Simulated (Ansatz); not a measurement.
# AlGa3Sb4: the band gap up the ladder of functionals

One table from this session's results is given with a row withheld; the runs are named, their logs left out.

The runs shown are made with Ansatz 0.2.0. PAW datasets, plane waves. Values at 0 K without nuclear motion; spin polarisation is off, and the phase may be a hypothetical one.

## The structure to begin with

The cell was relaxed beforehand with r2SCAN.

It is orthorhombic, Amm2 (No. 38); a = 4.349 Å, b = 8.692 Å, c = 12.274 Å in the conventional setting, 29.00 Å³ an atom. Al has 4 Sb at 2.66–2.67 Å; Ga has 4 Sb at 2.65–2.66 Å; Ga has 4 Sb at 2.66 Å; Sb has 2 Ga at 2.65 Å and 2 Al at 2.66 Å; Sb has 3 Ga at 2.66 Å and 1 Al at 2.67 Å.

Structure file:

Space group Amm2 (No. 38). a = 4.349 Å, b = 8.692 Å, c = 12.274 Å, α = 90.00°, β = 90.00°, γ = 90.00°
```tsv
atom	site	symmetry	x	y	z
Al	2a	mm2	0.0000	0.5000	0.5002
Ga	4e	m..	0.5000	0.2502	0.7500
Ga	2a	mm2	0.0000	0.5000	0.9998
Sb	2b	mm2	0.5000	0.5000	0.6256
Sb	4d	m..	0.0000	0.2506	0.8747
Sb	2b	mm2	0.5000	0.5000	0.1250
```

The first run:

input.yaml

```yaml
crystal:
  lattice:
    - [4.3487628494, 0.0, 0.0]
    - [0.0, 4.3460284133, 6.1369779617]
    - [0.0, -4.3460284133, 6.1369779617]
  atoms:
    - { symbol: Al, position: [0.0, 0.0002451501, 0.0002451501] }
    - { symbol: Ga, position: [0.5, 0.0002150853, 0.4998058781] }
    - { symbol: Ga, position: [0.5, 0.4998058781, 0.0002150853] }
    - { symbol: Ga, position: [0.0, 0.4998282196, 0.4998282196] }
    - { symbol: Sb, position: [0.5, 0.1255637465, 0.1255637465] }
    - { symbol: Sb, position: [0.0, 0.1252492541, 0.6241372513] }
    - { symbol: Sb, position: [0.0, 0.6241372513, 0.1252492541] }
    - { symbol: Sb, position: [0.5, 0.6249554149, 0.6249554149] }
kpoints:
  mp_grid: { grid: [6, 4, 4] }
  band_path:
    path:
      - [[0.0, 0.0, 0.0], [0.0, 0.5, 0.5], [0.0, 0.6246235398567, 0.3753764601433]]
      - [[0.0, 0.3753764601433, -0.3753764601433], [0.0, 0.0, 0.0], [0.5, 0.0, 0.0], [0.5, 0.3753764601433, -0.3753764601433]]
      - [[0.5, 0.6246235398567, 0.3753764601433], [0.5, 0.5, 0.5], [0.0, 0.5, 0.5]]
      - [[0.0, 0.0, 0.0], [0.0, 0.5, 8.495776949854e-18], [0.5, 0.5, 8.495776949854e-18], [0.5, 0.0, 0.0], [0.5, 0.5, 0.5]]
    npoints: 10
hamiltonian:
  xc: pbe
scf:
  occupations: { method: fermi_dirac, width: 0.02 }
  n_extra_bands: 6
output:
  forces: true
  stress: true
  eigenvalues: true
```

Launch:

```sh
$ ansatz run input.yaml --threads 4 --pin off --max-ram 6451MiB --backend cpu --events-out ev --progress --plain --runs-dir out
```

Steps of the session up to this table: Band structure with PBE; r2SCAN at the same geometry; Single point with HSE06; PBE+SOC; PBE0 at the same geometry.

One table of the session follows, with a row left open; its other results are not shown here.

| level | gap (eV) |
| --- | --- |
| PBE | 0.17 |
| r2SCAN | 0.56 |
| HSE06 | 0.92 |
| PBE+SOC | 0.01 |
| PBE0 | ? |

**Question.** Estimate the row for PBE0.

**Answer.** gap (eV): 1.54. In the column «gap (eV)» it is the highest.

Meshes: PBE 6×4×4, r2SCAN 6×4×4, HSE06 4×2×2, PBE+SOC 6×4×4, PBE0 4×2×2

In words: PBE+SOC gives the least gap, 0.01 eV, and PBE0 the largest, 1.54 eV. PBE reaches 18 % of the HSE06 value, and r2SCAN 61 %. PBE0 lies 0.62 eV above HSE06, which differs from it by screening the long-range exchange.

Caveats from the session: Warnings in the runs' records: stress scf threshold loose, stress exchange threshold loose.
